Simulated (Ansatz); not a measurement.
# C₂H₅BClN: one species, many methods

One table from this session's results is given with a row withheld; the runs are named, their logs left out.

Program: Ansatz 0.2.0, Gaussian basis. Level of theory: functionals in def2-TZVPP, the program's frozen cores in correlated methods. These are calculated values, not measurements.

Plan: LDA (SPW92), PBE-D4, revPBE-D4, BLYP-D4, r2SCAN-D4, B97M-V, PBE0-D4, B3LYP-D4, r2SCANh-D4, r2SCAN0-D4, HSE06-D4, BHLYP-D4, CAM-B3LYP-D4, LC-ωPBE, ωB97X-V, ωB97M-V, B2PLYP, PBE-QIDH; CCSD(T)/def2-SVP; CCSD(T)/def2-TZVPP; MP2/def2-QZVPP; extrapolation to the limit; RPA on PBE.

## The geometry

The geometry comes from an earlier relaxation with PBE0-D4 in a triple-zeta def2 set; it is a stationary point, not always the lowest conformer.

SMILES `CC(=N)BCl`, 10 atoms, charge 0, spin multiplicity 1.

Atoms are counted from 1 here; the program's logs count them from 0.

Bond lengths: C1–C2 1.499 Å, C1–H6 1.094 Å, C1–H7 1.094 Å, C1–H8 1.092 Å, C2–N3 1.278 Å, C2–B4 1.571 Å, N3–H9 1.026 Å, B4–Cl5 1.745 Å, B4–H10 1.188 Å. Angles: C2–C1–H6 110.5°, C2–C1–H7 110.6°, C2–C1–H8 111.4°, H6–C1–H7 106.2°, H6–C1–H8 109.0°, H7–C1–H8 109.0°, C1–C2–N3 124.7°, C1–C2–B4 121.6°, N3–C2–B4 113.7°, C2–N3–H9 110.9°, C2–B4–Cl5 120.4°, C2–B4–H10 121.4°, Cl5–B4–H10 118.2°.

The first run:

Contents of in.yaml:

```yaml
crystal:
  periodic: [false, false, false]
  atoms:
    - {symbol: C, position_ang: [-0.998072, -0.617410, 0.120919]}
    - {symbol: C, position_ang: [0.385115, -0.047461, 0.213687]}
    - {symbol: N, position_ang: [1.287964, -0.454803, 1.021761]}
    - {symbol: B, position_ang: [0.849564, 1.137888, -0.706466]}
    - {symbol: Cl, position_ang: [-0.247604, 1.835994, -1.869391]}
    - {symbol: H, position_ang: [-1.745907, 0.157691, 0.310824]}
    - {symbol: H, position_ang: [-1.193517, -0.988383, -0.889164]}
    - {symbol: H, position_ang: [-1.142148, -1.432635, 0.833220]}
    - {symbol: H, position_ang: [0.939931, -1.226139, 1.601229]}
    - {symbol: H, position_ang: [1.947775, 1.584059, -0.633719]}
basis:
  gaussian: {orbitals: def2-TZVPP}
hamiltonian: {xc: lda}
output: {orbitals: {seedname: orbitals}}
```

Run with:

```bash
> ansatz run in.yaml --threads 4 --pin off --events-out ev --progress --plain --max-ram 10444MiB
```

Among the steps run: LDA; PBE-D4 (GGA); revPBE-D4 (GGA); BLYP-D4 (GGA); r2SCAN-D4 (meta-GGA); B97M-V (meta-GGA); B3LYP-D4 (hybrid); r2SCANh-D4 (hybrid); r2SCAN0-D4 (hybrid); HSE06-D4 (hybrid); BHLYP-D4 (hybrid); CAM-B3LYP-D4 (range-separated); LC-ωPBE (range-separated); ωB97X-V (range-separated); ωB97M-V (range-separated); B2PLYP (double hybrid); PBE-QIDH (double hybrid).

One table of the session follows, with a row left open; its other results are not shown here.

It belongs to the step «Orbital energies across the functionals». 

```
  functional  HOMO (eV)  LUMO (eV)  gap (eV)
 LDA (SPW92)      -6.25      -3.59      2.66
      PBE-D4      -6.16      -3.33      2.83
   revPBE-D4      -6.12      -3.23      2.89
     BLYP-D4      -6.07      -3.16      2.91
   r2SCAN-D4      -6.48      -3.13      3.35
      B97M-V      -6.70      -3.07      3.63
     PBE0-D4      -7.68      -2.35      5.33
    B3LYP-D4      -7.45      -2.55      4.90
  r2SCANh-D4      -7.04      -2.78      4.27
  r2SCAN0-D4      -7.89      -2.24      5.65
    HSE06-D4      -7.28      -2.74      4.54
    BHLYP-D4      -9.13      -1.23      7.91
CAM-B3LYP-D4      -9.13      -1.18      7.94
     LC-ωPBE     -10.47      -0.03     10.44
     ωB97X-V          ?          ?         ?
     ωB97M-V     -10.04      -0.22      9.82
```

**Question.** Estimate the row for ωB97X-V.

**Answer.** HOMO (eV): -10.15; LUMO (eV): -0.09; gap (eV): 10.06. In the column «HOMO (eV)» it lies between LC-ωPBE (-10.47) and ωB97M-V (-10.04).
